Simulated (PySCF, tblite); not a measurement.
# C₇H₂₄Ge₈: electronic excitations, NMR shifts

Wanted: electronic excitations, NMR shifts for C₇H₂₄Ge₈.

Programs: tblite 0.8.0 and PySCF 2.14.0, with routines of our own; each step states its level. All values are computed. Atoms count from 0.

## Step 1: The system as given

39 atoms, charge 0, multiplicity 1; geometry from: force field, distance geometry or constructed start.

## Step 2: Optimising the geometry with GFN2-xTB

What the job is given:

```
{"job": {"kind": "relax", "xc": "GFN2-xTB", "basis": "xTB"}, "charge": 0, "multiplicity": 1}
C      0.004900     0.105400    -3.220700
C     -1.633100    -0.831300    -0.564400
Ge    -1.624700    -0.836200    -2.552700
C     -0.000700     0.111600     2.097900
Ge    -0.001000     0.106000     0.111300
C     -3.263100     0.106700     2.101500
Ge    -3.259700     0.108900     0.104600
Ge    -1.626500    -0.831200     2.771000
C      0.002700     1.987100    -0.557900
Ge    -0.002800     1.988400    -2.552100
C      1.627800    -0.835100    -0.559600
Ge     1.627400    -0.835900    -2.553700
C      3.256400     0.107900     2.109100
Ge     3.262000     0.106600     0.105200
Ge     1.627700    -0.828800     2.769700
H     -0.001900     0.107800    -4.302800
H     -1.629500    -1.859600    -0.193300
H     -2.880200    -0.116000    -3.064700
H     -1.630500    -2.274600    -3.061200
H      0.002800     1.135700     2.470100
H     -4.152000    -0.402900     2.468900
H     -3.260700     1.136300     2.467200
H     -4.505600    -0.609500    -0.395500
H     -3.264000     1.545300    -0.403600
H     -1.629400    -0.831300     4.300400
H     -1.636000    -2.277300     2.262000
H     -0.889300     2.505300    -0.194900
H      0.889400     2.503600    -0.193000
H     -1.248600     2.710800    -3.065700
H      1.250300     2.710800    -3.060300
H      1.633500    -1.860900    -0.195300
H      2.877200    -0.111300    -3.063500
H      1.628900    -2.276300    -3.065600
H      4.151800    -0.408000     2.471100
H      3.261000     1.136600     2.464100
H      4.509500    -0.611900    -0.405000
H      3.259000     1.549700    -0.406200
H      1.630800    -0.831400     4.296900
H      1.631000    -2.280300     2.259400
```

The run is started by

```
OMP_NUM_THREADS=2 python large_run.py task.json out
```

This one command runs all jobs of the session in turn.

Output:

```text
step      E/eV     max force
  0   -1157.41815    0.668
  1   -1157.46510    0.403
  2   -1157.53681    0.323
  3   -1157.55798    0.257
  4   -1157.57611    0.201
  5   -1157.58092    0.118
  6   -1157.58487    0.105
  7   -1157.58762    0.099
  8   -1157.59055    0.139
  9   -1157.59267    0.119
 10   -1157.59453    0.080
 11   -1157.59637    0.085
 12   -1157.59807    0.070
 13   -1157.59915    0.050
 14   -1157.59979    0.037
 15   -1157.60035    0.045
 16   -1157.60098    0.054
 17   -1157.60160    0.048
 18   -1157.60216    0.043
 19   -1157.60273    0.048
 20   -1157.60348    0.049
 21   -1157.60440    0.059
 22   -1157.60523    0.053
 23   -1157.60582    0.040
 24   -1157.60631    0.039
 25   -1157.60691    0.044
 26   -1157.60770    0.059
 27   -1157.60848    0.065
 28   -1157.60904    0.045
 29   -1157.60943    0.037
 30   -1157.60983    0.039
 31   -1157.61036    0.060
 32   -1157.61095    0.066
 33   -1157.61140    0.042
 34   -1157.61169    0.025
 35   -1157.61192    0.029
 36   -1157.61219    0.043
 37   -1157.61247    0.042
 38   -1157.61272    0.028
 39   -1157.61293    0.025
 40   -1157.61317    0.032
 41   -1157.61346    0.038
 42   -1157.61376    0.034
 43   -1157.61399    0.025
 44   -1157.61415    0.024
 45   -1157.61432    0.030
 46   -1157.61453    0.028
 47   -1157.61475    0.025
 48   -1157.61492    0.021
 49   -1157.61505    0.024
 50   -1157.61517    0.027
 51   -1157.61529    0.021
 52   -1157.61539    0.016
```

It took 3.4 s on 2 threads of Arm Neoverse N1, shared host; peak memory 0.16 GiB.

The steps of the relaxation:

```csv
step,energy from step 0 (eV),largest force (eV/Å)
0,0.0000,0.6683
1,-0.0469,0.4036
2,-0.1187,0.3231
3,-0.1398,0.2573
4,-0.1580,0.2019
5,-0.1628,0.1181
6,-0.1667,0.1050
7,-0.1695,0.0992
8,-0.1724,0.1392
11,-0.1782,0.0845
15,-0.1822,0.0452
18,-0.1840,0.0430
22,-0.1871,0.0537
26,-0.1896,0.0586
29,-0.1913,0.0372
33,-0.1933,0.0419
37,-0.1943,0.0426
40,-0.1950,0.0323
44,-0.1960,0.0242
48,-0.1968,0.0215
49,-0.1969,0.0245
50,-0.1970,0.0261
51,-0.1971,0.0209
52,-0.1972,0.0163
```

Distances of close pairs at the start and the end, largest changes first:

```csv
bond,before (Å),after (Å),change (Å)
C3–Ge14,1.997,1.963,-0.034
C3–Ge7,1.996,1.963,-0.033
C10–Ge13,2.000,1.967,-0.033
Ge14–H38,1.539,1.506,-0.033
C0–Ge9,1.998,1.966,-0.033
C5–Ge7,2.002,1.969,-0.032
C0–Ge2,1.997,1.967,-0.030
C1–Ge6,1.994,1.967,-0.028
```

The final coordinates are the input of the step that follows.

## Step 3: Electronic excitations: TDDFT PBE/def2-SVP

What the job is given:

```
{"job": {"kind": "uv", "basis": "def2-SVP", "grid": 1, "kgrid": 0, "vcut": null, "nstates": 6, "ntriplets": 2, "tda": false, "delta": ["ip_vertical"], "pop": true, "xc": "PBE"}, "charge": 0, "multiplicity": 1}
C     -0.000219     0.162370    -3.225705
C     -1.615756    -0.842766    -0.614350
Ge    -1.598396    -0.791626    -2.588005
C      0.000143     0.069604     2.111611
Ge     0.000073     0.054327     0.113963
C     -3.224983     0.081550     2.078377
Ge    -3.219959     0.044111     0.098391
Ge    -1.619116    -0.774748     2.831105
C     -0.000445     1.929454    -0.528572
Ge    -0.000562     1.989739    -2.501395
C      1.615591    -0.842478    -0.614703
Ge     1.597855    -0.791392    -2.588248
C      3.225397     0.079797     2.078152
Ge     3.220108     0.043598     0.098257
Ge     1.618987    -0.775426     2.830950
H     -0.000625     0.198112    -4.315153
H     -1.619487    -1.881959    -0.282214
H     -2.851045    -0.113991    -3.107804
H     -1.610198    -2.199956    -3.148081
H      0.000292     1.116353     2.421784
H     -4.112401    -0.428179     2.449186
H     -3.279376     1.113500     2.422712
H     -4.449809    -0.661071    -0.429523
H     -3.296528     1.450743    -0.450210
H     -1.617983    -0.678749     4.339674
H     -1.615794    -2.246504     2.513774
H     -0.880218     2.443805    -0.142780
H      0.879162     2.444378    -0.143029
H     -1.213988     2.739663    -3.007677
H      1.213320     2.739889    -3.007073
H      1.619407    -1.881728    -0.282708
H      2.850083    -0.114319    -3.108373
H      1.609494    -2.199681    -3.148316
H      4.112396    -0.430439     2.449021
H      3.280253     1.111629     2.422722
H      4.450070    -0.661100    -0.430252
H      3.296636     1.450890    -0.449350
H      1.618018    -0.679814     4.339495
H      1.614452    -2.247333     2.513012
```

Method: TDDFT PBE/def2-SVP, vertical, gas phase, core orbitals frozen in the response.

Output:

```text
start: PBE on a coarse grid of 141997 points
cycle   1  E = -16891.5665130205  dE = -3.312e+00  |g| = 1.751e+00  |ddm| = 6.938e+00
cycle   2  E = -16890.6773803147  dE =  8.891e-01  |g| = 2.646e+00  |ddm| = 3.884e+00
cycle   3  E = -16891.9821439647  dE = -1.305e+00  |g| = 4.070e-01  |ddm| = 2.930e+00
cycle   4  E = -16892.0310850823  dE = -4.894e-02  |g| = 8.522e-02  |ddm| = 6.210e-01
cycle   5  E = -16892.0323567958  dE = -1.272e-03  |g| = 4.369e-02  |ddm| = 1.622e-01
cycle   6  E = -16892.0328234596  dE = -4.667e-04  |g| = 1.351e-02  |ddm| = 6.247e-02
cycle   7  E = -16892.0328753255  dE = -5.187e-05  |g| = 3.481e-03  |ddm| = 1.858e-02
final grid: 141997 points
cycle   8  E = -16892.0328614786  dE =  1.385e-05  |g| = 6.266e-03  |ddm| = 1.107e-02
cycle   9  E = -16892.0328321381  dE =  2.934e-05  |g| = 1.279e-02  |ddm| = 2.175e-02
cycle  10  E = -16892.0328680867  dE = -3.595e-05  |g| = 1.516e-03  |ddm| = 1.554e-02
cycle  11  E = -16892.0328747935  dE = -6.707e-06  |g| = 1.659e-04  |ddm| = 1.915e-03
cycle  12  E = -16892.0328753303  dE = -5.368e-07  |g| = 3.504e-05  |ddm| = 2.718e-04
converged SCF energy = -16892.0328753303
Vertical ionisation energy (delta-SCF) = 7.9068 eV   <S^2> = 0.752

Static polarisability (au): isotropic 286.203, principal 230.588 308.601 319.420

Singlet excitations
state   eV       nm        f      main configurations
  1   5.7441    215.8   0.00194   H->L 0.99
  2   5.9441    208.6   0.00913   H->L+1 0.98
  3   5.9581    208.1   0.01689   H-1->L 0.97
  4   6.0722    204.2   0.00007   H->L+2 0.98
  5   6.1486    201.6   0.02053   H-1->L+1 0.96
  6   6.1651    201.1   0.00184   H->L+3 0.77, H-2->L 0.18

Triplet excitations (Tamm-Dancoff, eV): 5.6275 5.8154
```

Run time: 2 min. Hardware: 2 threads of Arm Neoverse N1, shared host; peak memory 1.5 GiB.

The orbitals next to the gap, with their largest atomic shares:

```csv
orbital,eV,atoms
HOMO−4,-7.13,"Ge11 8 %, Ge2 8 %, C1 8 %"
HOMO−3,-6.65,"C5 13 %, C12 13 %, C0 11 %"
HOMO−2,-6.50,"C0 16 %, C8 13 %, Ge9 10 %"
HOMO−1,-6.27,"C3 22 %, Ge4 11 %, C8 9 %"
HOMO,-6.07,"C1 16 %, C10 16 %, Ge4 9 %"
LUMO,-0.37,"Ge2 14 %, Ge11 14 %, Ge9 9 %"
LUMO+1,-0.17,"Ge13 11 %, Ge6 11 %, Ge9 11 %"
LUMO+2,-0.04,"Ge9 11 %, Ge13 7 %, Ge6 7 %"
LUMO+3,0.03,"Ge2 13 %, Ge11 13 %, Ge4 11 %"
```

With each of the 6 states as a Gaussian band of 0.4 eV half-width at 1/e, the curve within the window shown has maxima at 206 nm (ε 1,900) L/(mol cm). Beyond the last state computed it falls off for lack of states. The curve at chosen wavelengths:

| nm | ε (L/mol/cm) |
| --- | --- |
| 192 | 696 |
| 194 | 928 |
| 196 | 1173 |
| 198 | 1410 |
| 200 | 1617 |
| 202 | 1775 |
| 204 | 1868 |
| 206 | 1892 |
| 208 | 1847 |
| 210 | 1742 |
| 212 | 1591 |
| 214 | 1409 |
| 216 | 1212 |
| 217 | 1113 |
| 219 | 920 |
| 221 | 741 |
| 223 | 584 |
| 225 | 450 |
| 227 | 339 |
| 229 | 251 |
| 231 | 182 |
| 233 | 130 |
| 235 | 91 |
| 237 | 63 |
| 239 | 43 |
| 241 | 29 |

Ground-state properties from the same run:

```csv
property,computed
dipole moment (D),1.13
polarisability (Å³),42.41
HOMO–LUMO gap (eV),5.70
−ε(HOMO) (eV),6.07
```

## Step 4: NMR shifts: GIAO KT3/pcSseg-1

Settings changed since step 3:

```diff
@@ -1,2 +1,2 @@
-{"job": {"kind": "uv", "basis": "def2-SVP", "grid": 1, "kgrid": 0, "vcut": null, "nstates": 6, "ntriplets": 2, "tda": false, "delta": ["ip_vertical"], "pop": true, "xc": "PBE"}, "charge": 0, "multiplicity": 1}
+{"job": {"kind": "nmr", "xc": "KT3", "basis": "pcSseg-1", "pop": false}, "charge": 0, "multiplicity": 1}
 C     -0.000219     0.162370    -3.225705
```

Method: GIAO KT3/pcSseg-1 NMR shielding, non-relativistic, gas phase.

Output:

```text
start: PBE on a coarse grid of 141997 points
cycle   1  E = -16891.8180139017  dE = -3.626e+00  |g| = 3.124e+00  |ddm| = 6.907e+00
cycle   2  E = -16890.4687798028  dE =  1.349e+00  |g| = 4.125e+00  |ddm| = 4.474e+00
cycle   3  E = -16892.5191996371  dE = -2.050e+00  |g| = 6.358e-01  |ddm| = 3.518e+00
cycle   4  E = -16892.6181898220  dE = -9.899e-02  |g| = 2.606e-01  |ddm| = 9.902e-01
cycle   5  E = -16892.6325984886  dE = -1.441e-02  |g| = 7.492e-02  |ddm| = 3.949e-01
cycle   6  E = -16892.6339919724  dE = -1.393e-03  |g| = 2.423e-02  |ddm| = 1.151e-01
cycle   7  E = -16892.6341243437  dE = -1.324e-04  |g| = 7.192e-03  |ddm| = 3.174e-02
final grid: 281110 points
cycle   8  E = -16964.0480272939  dE = -7.123e-03  |g| = 1.339e+00  |ddm| = 1.151e+00
cycle   9  E = -16963.9587197473  dE =  8.931e-02  |g| = 1.702e+00  |ddm| = 1.493e+00
cycle  10  E = -16964.1578900197  dE = -1.992e-01  |g| = 9.300e-02  |ddm| = 9.192e-01
cycle  11  E = -16964.1597807413  dE = -1.891e-03  |g| = 2.586e-02  |ddm| = 1.496e-01
cycle  12  E = -16964.1599430371  dE = -1.623e-04  |g| = 1.111e-02  |ddm| = 4.650e-02
cycle  13  E = -16964.1599768897  dE = -3.385e-05  |g| = 2.194e-03  |ddm| = 1.443e-02
cycle  14  E = -16964.1599792142  dE = -2.324e-06  |g| = 9.499e-04  |ddm| = 4.127e-03
cycle  15  E = -16964.1599746165  dE =  4.598e-06  |g| = 2.065e-04  |ddm| = 1.276e-03
cycle  16  E = -16964.1599802330  dE = -5.616e-06  |g| = 1.161e-04  |ddm| = 4.047e-04
cycle  17  E = -16964.1599768904  dE =  3.343e-06  |g| = 1.605e-05  |ddm| = 1.440e-04
converged SCF energy = -16964.1599768904

GIAO shielding tensors (ppm)
atom      isotropic    diamagn.    paramagn.     s11        s22        s33       span
  0 C      196.998     264.510     -67.512    186.394    189.523    215.076     28.682
  1 C      191.021     259.199     -68.178    184.028    191.401    197.635     13.607
  2 Ge    1432.197    2758.060   -1325.863   1355.747   1406.037   1534.809    179.062
  3 C      183.721     260.023     -76.301    178.989    179.264    192.912     13.923
  4 Ge    1324.932    2762.152   -1437.220   1286.394   1331.268   1357.135     70.741
  5 C      188.792     255.813     -67.021    179.658    189.612    197.105     17.446
  6 Ge    1449.247    2760.000   -1310.753   1312.946   1445.300   1589.494    276.548
  7 Ge    1457.279    2759.850   -1302.570   1358.533   1440.153   1573.152    214.619
  8 C      187.094     255.530     -68.436    174.610    187.373    199.300     24.690
  9 Ge    1446.302    2758.492   -1312.190   1363.176   1420.727   1555.004    191.828
 10 C      191.047     259.203     -68.157    184.073    191.429    197.639     13.566
 11 Ge    1432.289    2758.050   -1325.761   1355.813   1406.122   1534.933    179.120
 12 C      188.798     255.820     -67.023    179.655    189.622    197.116     17.462
 13 Ge    1449.234    2759.998   -1310.764   1312.992   1445.264   1589.444    276.452
 14 Ge    1457.266    2759.853   -1302.587   1358.505   1440.191   1573.103    214.598
 15 H       32.506      32.457       0.050     26.317     26.776     44.426     18.108
 16 H       31.420      35.542      -4.122     26.391     29.526     38.342     11.951
 17 H       27.533      30.584      -3.051     20.240     23.265     39.095     18.855
 18 H       27.252      30.387      -3.135     20.457     21.368     39.932     19.475
 19 H       32.044      36.005      -3.961     29.036     29.235     37.859      8.823
 20 H       31.382      28.171       3.212     24.050     28.146     41.951     17.901
 21 H       31.375      31.398      -0.023     26.343     28.287     39.496     13.154
 22 H       27.560      30.326      -2.766     19.162     23.119     40.400     21.238
 23 H       27.664      31.869      -4.204     20.679     25.300     37.014     16.335
 24 H       27.654      29.859      -2.206     19.310     23.060     40.591     21.281
 25 H       27.934      31.554      -3.620     22.658     23.775     37.367     14.710
 26 H       31.100      34.467      -3.367     25.780     29.282     38.239     12.458
 27 H       31.099      34.465      -3.365     25.779     29.277     38.241     12.462
 28 H       27.364      30.161      -2.797     20.721     21.558     39.813     19.093
 29 H       27.361      30.156      -2.794     20.720     21.558     39.806     19.086
 30 H       31.420      35.541      -4.121     26.392     29.527     38.341     11.949
 31 H       27.539      30.591      -3.051     20.241     23.267     39.110     18.870
 32 H       27.254      30.388      -3.134     20.458     21.371     39.934     19.477
 33 H       31.384      28.175       3.209     24.050     28.148     41.954     17.904
 34 H       31.376      31.399      -0.023     26.341     28.289     39.497     13.155
 35 H       27.559      30.322      -2.763     19.161     23.118     40.397     21.236
 36 H       27.662      31.863      -4.201     20.678     25.297     37.009     16.331
 37 H       27.654      29.862      -2.208     19.309     23.060     40.591     21.282
 38 H       27.931      31.551      -3.620     22.657     23.776     37.359     14.703
```

It took 86 s on 2 threads of Arm Neoverse N1, shared host; peak memory 1.4 GiB.

Shifts follow as δ = σ(reference) − σ, with reference shieldings (ppm) from runs at the same level and on the same kind of geometry: ¹H TMS 31.76, ¹³C TMS 184.7. The references are single molecules in the gas phase. Atoms listed in one row are averaged.

```csv
atoms,environment,σ (ppm),δ (ppm)
C3,"carbon bonded to 3 Ge, H",183.7,1.0
C8,"carbon bonded to 2 Ge, 2 H",187.1,-2.4
"C5, C12","carbon bonded to 2 Ge, 2 H",188.8,-4.1
"C1, C10","carbon bonded to 3 Ge, H",191.0,-6.3
C0,"carbon bonded to 3 Ge, H",197.0,-12.3
"H18, H32",hydrogen on a germanium bonded to 2 C,27.25,4.51
"H28, H29",hydrogen on a germanium bonded to 2 C,27.36,4.40
"H17, H31",hydrogen on a germanium bonded to 2 C,27.54,4.22
"H22, H35",hydrogen on a germanium bonded to 2 C,27.56,4.20
"H24, H37",hydrogen on a germanium bonded to 2 C,27.65,4.11
"H23, H36",hydrogen on a germanium bonded to 2 C,27.66,4.10
"H25, H38",hydrogen on a germanium bonded to 2 C,27.93,3.83
"H26, H27",hydrogen on a carbon bonded to 2 Ge,31.10,0.66
"H21, H34",hydrogen on a carbon bonded to 2 Ge,31.38,0.38
"H20, H33",hydrogen on a carbon bonded to 2 Ge,31.38,0.38
"H16, H30",hydrogen on a carbon bonded to 3 Ge,31.42,0.34
H19,hydrogen on a carbon bonded to 3 Ge,32.04,-0.28
H15,hydrogen on a carbon bonded to 3 Ge,32.51,-0.75
Ge4,germanium bonded to 4 C,1325,–
"Ge2, Ge11","germanium bonded to 2 C, 2 H",1432,–
Ge9,"germanium bonded to 2 C, 2 H",1446,–
"Ge6, Ge13","germanium bonded to 2 C, 2 H",1449,–
"Ge7, Ge14","germanium bonded to 2 C, 2 H",1457,–
```

Ring of atoms C0, C1, Ge2, Ge4, C8, Ge9: NICS(0) -2.8, NICS(1) -2.5, NICS(1)zz 0.5 ppm (means of both faces).

The two faces differ (NICS(1)zz 4.6 and -3.6 ppm).

Ring of atoms C0, C1, Ge2, Ge4, C10, Ge11: NICS(0) -2.5, NICS(1) -2.3, NICS(1)zz 2.7 ppm (means of both faces).

The two faces differ (NICS(1)zz 6.2 and -0.9 ppm).

Ring of atoms C1, C3, Ge4, C5, Ge6, Ge7: NICS(0) -1.8, NICS(1) -1.8, NICS(1)zz 8.2 ppm (means of both faces).

## Step 5: Results

```
                                                              quantity                                                                               value
                                         lowest singlet (PBE/def2-SVP)                                                         5.74 eV (216 nm), f = 0.002
                              brightest single state of those computed                                                         state 5, 6.15 eV, f = 0.021
                                                        lowest triplet                                                                             5.63 eV
¹³C shifts against TMS (KT3/pcSseg-1, means over atoms taken as alike)                                                    1.0, -2.4, -4.1, -6.3, -12.3 ppm
 ¹H shifts against TMS (KT3/pcSseg-1, means over atoms taken as alike)  4.51, 4.40, 4.22, 4.20, 4.11, 4.10, 3.83, 0.66, 0.38, 0.38, 0.34, -0.28, -0.75 ppm
   shieldings of Ge (KT3/pcSseg-1, a mean where the table joins atoms)                      Ge4 1324.9, Ge2 1432.2, Ge9 1446.3, Ge6 1449.2, Ge7 1457.3 ppm
```

The first singlet state (HOMO→LUMO 0.99) lies at 5.74 eV and is weak; of the 6 states computed, the strongest absorption comes from states 2 to 3 together at 5.96 eV. The lowest triplet lies 0.12 eV below the lowest singlet (triplets in Tamm-Dancoff, singlets in full TDDFT). States above −ε(HOMO) lie where TDDFT describes them poorly and they hang on the basis; the brightest is among them. At KT3/pcSseg-1: The widest tensor belongs to Ge6, Ge13: span 276 ppm, with a paramagnetic part of -1311 ppm.
